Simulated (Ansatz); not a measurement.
# CH7InO (SMILES C[OH+][InH3-]), step by step

Wanted: a structure relaxation (singlet CH7InO, HF/def2-SVP), then a structure relaxation (singlet CH7InO, HF/def2-SVP), then a saddle-point search (singlet CH7InO, HF/def2-SVP) of CH7InO. 

Program for the calculation: Ansatz 0.2.0.

## 1. The molecule

CH7InO: 10 atoms, total charge 0, spin state singlet. SMILES: `C[OH+][InH3-]`. The shape is that of a PBE0-D4/def2-TZVP optimisation. The run starts from this shape.

Bond lengths: C1–O2 1.425 Å, O2–In3 2.397 Å, C1–H4 1.093 Å, C1–H5 1.089 Å, C1–H6 1.092 Å, O2–H7 0.961 Å, In3–H8 1.738 Å, In3–H9 1.728 Å, In3–H10 1.733 Å. Some angles: C1–O2–In3 117.9°, C1–O2–H7 109.7°, In3–O2–H7 109.6°, O2–C1–H4 111.3°, O2–C1–H5 106.6°, O2–C1–H6 110.5°, O2–In3–H8 93.7°, O2–In3–H9 97.0°, O2–In3–H10 92.5°, H4–C1–H5 109.0°.

## 2. A geometry optimisation at HF/def2-SVP (core potential) (run 1)

The input, input.yaml:

```yaml
basis:
  gaussian:
    orbitals: def2-SVP
crystal:
  periodic: [false, false, false]
  atoms:
    - {symbol: C, position_ang: [-1.232400, 0.686200, -0.479400]}
    - {symbol: O, position_ang: [0.127900, 0.837900, -0.081500]}
    - {symbol: In, position_ang: [1.279900, -1.097400, 0.739200]}
    - {symbol: H, position_ang: [-1.327400, -0.016400, -1.311200]}
    - {symbol: H, position_ang: [-1.766800, 0.290000, 0.382500]}
    - {symbol: H, position_ang: [-1.661200, 1.653400, -0.750800]}
    - {symbol: H, position_ang: [0.633200, 1.234300, -0.797000]}
    - {symbol: H, position_ang: [0.573400, -2.157900, -0.442400]}
    - {symbol: H, position_ang: [0.621200, -1.073300, 2.336400]}
    - {symbol: H, position_ang: [2.835000, -0.407900, 0.407200]}
hamiltonian:
  xc: hf
relax: {}
```

On the command line:

```console
$ ansatz run input.yaml --threads 1 --pin off --max-ram 2610MiB --events-out events.jsonl --progress --plain --runs-dir runs
```

Standard output:

```text
Warning: RAYON_NUM_THREADS=1 ignored (pool sized by the plan → 1); use --threads N
The last accepted step is kept in runs//last_step.txt (removed where the run ends without a failure and the disk answers)
[... 118 lines left out ...]
Total energy: -8323.49815544 eV, -305.8829153427 hartree
[... 10 lines left out ...]
Dipole moment:    -0.505302     0.629235    -0.474128 e Å
```

It took 35 s on 1 thread of Arm Neoverse V2, shared host; peak memory 0.18 GiB.

Steps, from the record of the run:

| step | energy from the first frame kept (eV) | largest force (eV/Å) |
| --- | --- | --- |
| 1 | 0.0000 | 1.0861 |
| 2 | -0.0221 | 0.5831 |
| 3 | -0.0384 | 0.3366 |
| 4 | -0.0453 | 0.1533 |
| 5 | -0.0481 | 0.0477 |
| 6 | -0.0483 | 0.2041 |
| 7 | -0.0499 | 0.0518 |
| 8 | -0.0504 | 0.0409 |
| 9 | -0.0506 | 0.0478 |
| 10 | -0.0510 | 0.0579 |
| 11 | -0.0511 | 0.0371 |
| 12 | -0.0513 | 0.0177 |
| 13 | -0.0514 | 0.0253 |
| 14 | -0.0514 | 0.0257 |
| 15 | -0.0515 | 0.0194 |
| 16 | -0.0515 | 0.0157 |
| 17 | -0.0515 | 0.0090 |

After the run. Bond lengths: C1–O2 1.408 Å, O2–In3 2.416 Å, C1–H4 1.090 Å, C1–H5 1.086 Å, C1–H6 1.090 Å, O2–H7 0.946 Å, In3–H8 1.752 Å, In3–H9 1.750 Å, In3–H10 1.753 Å. Some angles: C1–O2–In3 130.4°, C1–O2–H7 111.9°, In3–O2–H7 116.9°, O2–C1–H4 111.1°, O2–C1–H5 107.5°, O2–C1–H6 110.8°, O2–In3–H8 96.9°, O2–In3–H9 96.9°, O2–In3–H10 92.0°, H4–C1–H5 108.9°.

## 3. Rotamer: a geometry optimisation at HF/def2-SVP (core potential) (run 2)

The input, job.yaml:

```yaml
crystal:
  periodic: [false, false, false]
  atoms:
    - {symbol: C, position_ang: [-1.035830, 1.269231, 0.619528]}
    - {symbol: O, position_ang: [0.127900, 0.837900, -0.081500]}
    - {symbol: In, position_ang: [1.279900, -1.097400, 0.739200]}
    - {symbol: H, position_ang: [-1.816337, 0.504313, 0.603009]}
    - {symbol: H, position_ang: [-0.731815, 1.443729, 1.650331]}
    - {symbol: H, position_ang: [-1.412693, 2.202933, 0.196236]}
    - {symbol: H, position_ang: [-0.079599, 0.718538, -1.012681]}
    - {symbol: H, position_ang: [0.573400, -2.157900, -0.442400]}
    - {symbol: H, position_ang: [0.621200, -1.073300, 2.336400]}
    - {symbol: H, position_ang: [2.835000, -0.407900, 0.407200]}
basis:
  gaussian:
    orbitals: def2-SVP
hamiltonian:
  xc: hf
relax: {}
```

On the command line:

```console
$ ansatz run job.yaml --threads 1 --pin off --max-ram 2610MiB --events-out events.jsonl --progress --plain --runs-dir runs
```

Standard output (excerpt; [...] marks lines left out):

```text
Warning: RAYON_NUM_THREADS=1 ignored (pool sized by the plan → 1); use --threads N
[... 1 set-up line as earlier in the session ...]
[... 236 lines left out ...]
Total energy: -8323.49820216 eV, -305.8829170597 hartree
[... 10 lines left out ...]
Dipole moment:    -0.671120     0.587701    -0.287927 e Å
```

Wall time 71 s (1 thread of Arm Neoverse V2, shared host); peak memory 0.18 GiB.

Steps, from the record of the run:

| step | energy from the first frame kept (eV) | largest force (eV/Å) |
| --- | --- | --- |
| 1 | 0.0000 | 1.1016 |
| 3 | -0.0539 | 0.2571 |
| 5 | -0.0611 | 0.1244 |
| 7 | -0.0638 | 0.1103 |
| 9 | -0.0649 | 0.0937 |
| 11 | -0.0666 | 0.0177 |
| 13 | -0.0673 | 0.0336 |
| 15 | -0.0679 | 0.1751 |
| 17 | -0.0692 | 0.0184 |
| 19 | -0.0701 | 0.0744 |
| 21 | -0.0711 | 0.1191 |
| 23 | -0.0720 | 0.1028 |
| 25 | -0.0728 | 0.0087 |
| 27 | -0.0732 | 0.0626 |
| 29 | -0.0734 | 0.0118 |
| 31 | -0.0733 | 0.0621 |
| 33 | -0.0736 | 0.0162 |
| 35 | -0.0736 | 0.0109 |
| 36 | -0.0736 | 0.0055 |

After the run. Bond lengths: C1–O2 1.408 Å, O2–In3 2.417 Å, C1–H4 1.090 Å, C1–H5 1.086 Å, C1–H6 1.090 Å, O2–H7 0.946 Å, In3–H8 1.753 Å, In3–H9 1.749 Å, In3–H10 1.751 Å. Some angles: C1–O2–In3 130.6°, C1–O2–H7 111.9°, In3–O2–H7 116.7°, O2–C1–H4 110.8°, O2–C1–H5 107.5°, O2–C1–H6 111.1°, O2–In3–H8 91.9°, O2–In3–H9 97.2°, O2–In3–H10 96.9°, H4–C1–H5 108.8°.

## 4. Saddle: a saddle-point search at HF/def2-SVP (core potential) (run 3)

The input, input.yaml:

```yaml
crystal:
  periodic: [false, false, false]
  atoms:
    - symbol: C
      position_ang: [-1.287299, 0.737124, -0.537358]
    - symbol: O
      position_ang: [0.097682, 0.596369, -0.327989]
    - symbol: In
      position_ang: [1.342205, -1.135435, 0.808208]
    - symbol: H
      position_ang: [-1.550964, 0.521279, -1.573133]
    - symbol: H
      position_ang: [-1.788997, 0.023447, 0.110088]
    - symbol: H
      position_ang: [-1.618637, 1.742196, -0.275073]
    - symbol: H
      position_ang: [0.597318, 1.216790, -0.838434]
    - symbol: H
      position_ang: [0.767857, -2.478064, -0.159094]
    - symbol: H
      position_ang: [0.649075, -0.885821, 2.395078]
    - symbol: H
      position_ang: [2.874560, -0.388983, 0.400706]
basis:
  gaussian:
    orbitals: def2-SVP
hamiltonian:
  xc: hf
saddle:
  max_steps: 80
  final_atoms:
    - {symbol: C, position_ang: [-0.985196, 1.439264, 0.567758]}
    - {symbol: O, position_ang: [-0.442595, 0.267504, 0.007102]}
    - {symbol: In, position_ang: [1.386783, -1.128279, 0.746208]}
    - {symbol: H, position_ang: [-2.071141, 1.370731, 0.633585]}
    - {symbol: H, position_ang: [-0.579283, 1.539251, 1.570215]}
    - {symbol: H, position_ang: [-0.706950, 2.317586, -0.014972]}
    - {symbol: H, position_ang: [-0.775581, 0.105310, -0.863449]}
    - {symbol: H, position_ang: [1.275710, -2.133702, -0.685020]}
    - {symbol: H, position_ang: [0.659351, -1.670140, 2.241856]}
    - {symbol: H, position_ang: [2.600028, 0.132618, 0.812039]}
```

On the command line:

```console
$ ansatz run input.yaml --threads 1 --pin off --max-ram 2610MiB --events-out events.jsonl --progress --plain --runs-dir runs
```

Standard output:

```text
Warning: RAYON_NUM_THREADS=1 ignored (pool sized by the plan → 1); use --threads N
[... 203 lines left out ...]
  order_check: true
```

It took 98 s on 1 thread of Arm Neoverse V2, shared host; peak memory 0.18 GiB.

The iterations ended before the threshold was met.

## 5. Summary of results

| quantity | value |
| --- | --- |
| run 1, HF/def2-SVP: total energy at the end | -305.88292 Eh |
| run 1, HF/def2-SVP: dipole moment | 4.50 D |
| rotamer: total energy at the end | -305.88292 Eh |
| rotamer: dipole moment | 4.50 D |
| saddle | no result (not converged) |

The optimisation (run 1, HF/def2-SVP) took 16 steps and changed the energy by -0.052 eV. Mulliken charges (run 1, HF/def2-SVP) run from -0.49 on O2 to +0.59 on In3. The optimisation (rotamer) took 35 steps and changed the energy by -0.074 eV. Mulliken charges (rotamer) run from -0.49 on O2 to +0.59 on In3. 1 of the 3 runs did not end normally.
